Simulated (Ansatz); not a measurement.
**C2H8BGaO: up Jacob's ladder to CCSD(T)**

An exercise on one series of results from a longer session: the logs are not shown, and one member is left open.

Computed with Ansatz 0.2.0, Gaussian basis. Level: functionals in def2-TZVPP, the program's frozen cores in correlated methods.

The runs, in order: PBE-D4, r2SCAN-D4, PBE0-D4, B3LYP-D4, ωB97X-V, ωB97M-V, B2PLYP; CCSD(T)/def2-TZVPP; MP2/def2-QZVPP; extrapolation to the limit.

## The relaxed structure

All runs share one geometry, relaxed beforehand with PBE0-D4 in a triple-zeta def2 set.

SMILES `[BH2][GaH][O]CC`, 13 atoms, charge 0, spin multiplicity 1.

Atoms are counted from 1 here; the program's logs count them from 0.

Bond lengths: B1–Ga2 2.077 Å, B1–H6 1.197 Å, B1–H7 1.196 Å, Ga2–O3 1.792 Å, Ga2–H8 1.574 Å, O3–C4 1.406 Å, C4–C5 1.513 Å, C4–H9 1.098 Å, C4–H10 1.101 Å, C5–H11 1.092 Å, C5–H12 1.094 Å, C5–H13 1.093 Å. Angles: Ga2–B1–H6 121.7°, Ga2–B1–H7 121.8°, H6–B1–H7 116.5°, B1–Ga2–O3 114.6°, B1–Ga2–H8 132.2°, O3–Ga2–H8 113.2°, Ga2–O3–C4 123.7°, O3–C4–C5 111.1°, O3–C4–H9 108.2°, O3–C4–H10 111.5°, C5–C4–H9 109.6°, C5–C4–H10 109.6°, H9–C4–H10 106.8°, C4–C5–H11 110.3°, C4–C5–H12 110.8°, C4–C5–H13 110.7°, H11–C5–H12 108.5°, H11–C5–H13 108.1° and more.

Geometry (Å):

```xyz
13

B    -0.10356    2.80664   -1.68299
Ga    0.32131    0.80217   -1.34393
O    -0.61497    0.05665   -0.01071
C    -0.45324   -1.27595    0.40700
C     0.19942   -1.34319    1.77052
H     0.51089    3.68025   -1.14351
H    -0.96446    3.14926   -2.43998
H     1.31266   -0.20107   -2.04372
H    -1.44544   -1.74389    0.45061
H     0.14078   -1.85551   -0.31588
H    -0.37756   -0.76629    2.49645
H     0.26237   -2.37747    2.12004
H     1.21181   -0.93160    1.73611
```

Set-up of the first run:

The input, in.yaml:

```yaml
crystal:
  periodic: [false, false, false]
  atoms:
    - {symbol: B, position_ang: [-0.103557, 2.806643, -1.682991]}
    - {symbol: Ga, position_ang: [0.321312, 0.802174, -1.343934]}
    - {symbol: O, position_ang: [-0.614974, 0.056646, -0.010712]}
    - {symbol: C, position_ang: [-0.453238, -1.275948, 0.406999]}
    - {symbol: C, position_ang: [0.199419, -1.343187, 1.770524]}
    - {symbol: H, position_ang: [0.510885, 3.680249, -1.143507]}
    - {symbol: H, position_ang: [-0.964460, 3.149264, -2.439976]}
    - {symbol: H, position_ang: [1.312660, -0.201067, -2.043718]}
    - {symbol: H, position_ang: [-1.445436, -1.743891, 0.450614]}
    - {symbol: H, position_ang: [0.140780, -1.855507, -0.315878]}
    - {symbol: H, position_ang: [-0.377558, -0.766291, 2.496446]}
    - {symbol: H, position_ang: [0.262372, -2.377473, 2.120035]}
    - {symbol: H, position_ang: [1.211805, -0.931603, 1.736108]}
basis:
  gaussian: {orbitals: def2-TZVPP}
hamiltonian: {xc: pbe, dispersion: d4}
output: {forces: true, orbitals: {seedname: orbitals}}
```

The run is started by

```sh
> ansatz run in.yaml --threads 2 --pin off --events-out ev --progress --plain --max-ram 32768MiB --backend cuda --devices 0, --max-vram 18GiB
```

Among the steps run: PBE-D4 (GGA); r2SCAN-D4 (meta-GGA); PBE0-D4 (hybrid); B3LYP-D4 (hybrid); ωB97X-V (range-separated); ωB97M-V (range-separated); B2PLYP (double hybrid); CCSD(T) in def2-TZVPP; MP2 in def2-QZVPP.

One table of the session follows, with a row left open; its other results are not shown here.

```
            method  atomisation energy (eV)
            PBE-D4                   47.371
         r2SCAN-D4                        ?
           PBE0-D4                   46.769
          B3LYP-D4                   46.723
           ωB97X-V                   46.929
           ωB97M-V                   46.806
            B2PLYP                   46.325
     HF/def2-TZVPP                   34.898
    MP2/def2-TZVPP                   46.372
   CCSD/def2-TZVPP                   45.273
CCSD(T)/def2-TZVPP                   45.844
           MP2/CBS                   47.318
       CCSD(T)/CBS                   46.791
```

**Question.** Estimate the row for r2SCAN-D4.

The run gave: atomisation energy (eV): 46.986. In the column «atomisation energy (eV)» it lies between ωB97X-V (46.929) and MP2/CBS (47.318).

To keep in mind: Free atoms (1 B, 1 Ga, 1 O, 2 C, 8 H) were run apart at each level; the atomisation energy is their sum less the molecule, without zero-point or spin-orbit terms.
